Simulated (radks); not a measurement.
**La⁻ inside a hard spherical wall**

What does compression do to the levels of La⁻? A hard sphere of shrinking radius stands in for pressure; the configuration is held at [Xe] 5d2 6s2.

The numbers are computed with radks (a radial shooting solver on a logarithmic mesh, Libxc functionals) version 1 (scalar-relativistic Kohn-Sham, PBE, spin-unpolarised, spherical densities, point nucleus), except any that are marked as measured or tabulated.

### Step 1. The system

```
element       : lanthanum (Z = 57)
charge        : -1
electrons     : 58
configuration : [Xe] 5d2 6s2
```

Outer shells as boxes (Hund's rule):

La⁻
```
[Xe] core
5d [↑ ][↑ ][  ][  ][  ]
6s [↑↓]
```

### Step 2. Wall at 20 bohr

Input:

```text
Z 57
configuration [Xe] 5d2 6s2 6p0 7s0 6d0
relativity scalar-relativistic
functional pbe,pbe
spin unpolarised
nucleus point
wall 20 bohr
c 137.035999084
```

### Step 3. Wall at 15 bohr

Input: that of step 2 with these lines changed.

```diff
@@ -6,3 +6,3 @@
 nucleus point
-wall 20 bohr
+wall 15 bohr
 c 137.035999084
```

### Step 4. Wall at 12 bohr

Input: that of step 3 with these lines changed.

```diff
@@ -6,3 +6,3 @@
 nucleus point
-wall 15 bohr
+wall 12 bohr
 c 137.035999084
```

### Step 5. Wall at 10 bohr

Input: that of step 4 with these lines changed.

```diff
@@ -6,3 +6,3 @@
 nucleus point
-wall 12 bohr
+wall 10 bohr
 c 137.035999084
```

### Step 6. Wall at 8 bohr

Input: that of step 5 with these lines changed.

```diff
@@ -6,3 +6,3 @@
 nucleus point
-wall 10 bohr
+wall 8 bohr
 c 137.035999084
```

### Step 7. Wall at 7 bohr

Input: that of step 6 with these lines changed.

```diff
@@ -6,3 +6,3 @@
 nucleus point
-wall 8 bohr
+wall 7 bohr
 c 137.035999084
```

### Step 8. Wall at 6 bohr

Input: that of step 7 with these lines changed.

```diff
@@ -6,3 +6,3 @@
 nucleus point
-wall 7 bohr
+wall 6 bohr
 c 137.035999084
```

### Step 9. Wall at 5 bohr

Input: that of step 8 with these lines changed.

```diff
@@ -6,3 +6,3 @@
 nucleus point
-wall 6 bohr
+wall 5 bohr
 c 137.035999084
```

### Step 10. Wall at 3.5 bohr

Input: that of step 9 with these lines changed.

```diff
@@ -6,3 +6,3 @@
 nucleus point
-wall 5 bohr
+wall 3.5 bohr
 c 137.035999084
```

### Step 11. Wall at 2.5 bohr

Input: that of step 10 with these lines changed.

```diff
@@ -6,3 +6,3 @@
 nucleus point
-wall 3.5 bohr
+wall 2.5 bohr
 c 137.035999084
```

What does the calculation give? Wanted: for each run, R; E − E(widest); ε(5d); ε(6p, empty); ε(7s, empty); ε(6d, empty); pressure.

The runs gave:

| R (bohr) | E − E(widest) (eV) | ε(5d) (eV) | ε(6p, empty) (eV) | ε(7s, empty) (eV) | ε(6d, empty) (eV) | pressure (GPa) |
| --- | --- | --- | --- | --- | --- | --- |
| 20 | 0.000 | 1.608 | 1.730 | 2.000 | 2.447 | 0.000925 |
| 15 | 0.051 | 1.813 | 2.060 | 3.028 | 3.526 | 0.00889 |
| 12 | 0.212 | 2.158 | 2.543 | 4.587 | 4.883 | 0.0646 |
| 10 | 0.624 | 2.716 | 3.305 | 6.889 | 6.683 | 0.306 |
| 8 | 2.094 | 3.976 | 5.148 | 12.072 | 10.453 | 1.81 |
| 7 | 4.075 | 5.164 | 7.088 | 17.239 | 14.033 | 4.94 |
| 6 | 8.383 | 7.091 | 10.648 | 26.265 | 20.048 | 15.2 |
| 5 | 18.876 | 10.522 | 17.903 | 43.533 | 31.093 | 57.0 |
| 3.5 | 90.642 | 25.593 | 53.413 | 118.68 | 77.256 | 803 |
| 2.5 | 389.32 | 67.711 | 151.30 | 304.45 | 189.30 | 8999 |

In words: At the tightest wall, 2.5 bohr, the energy stands 389.32 eV above the widest wall (20 bohr) and the pressure, −dE/dV, is 8999 GPa. Of the levels in the table that exist at both ends, 7s (empty) rises most from the widest wall (20 bohr) (302.45 eV). From R = 20 bohr inwards the highest occupied level lies above zero, in an anion first from self-interaction, then from the wall. Shells are not refilled when levels cross, and a hard wall is a model, not a crystal.
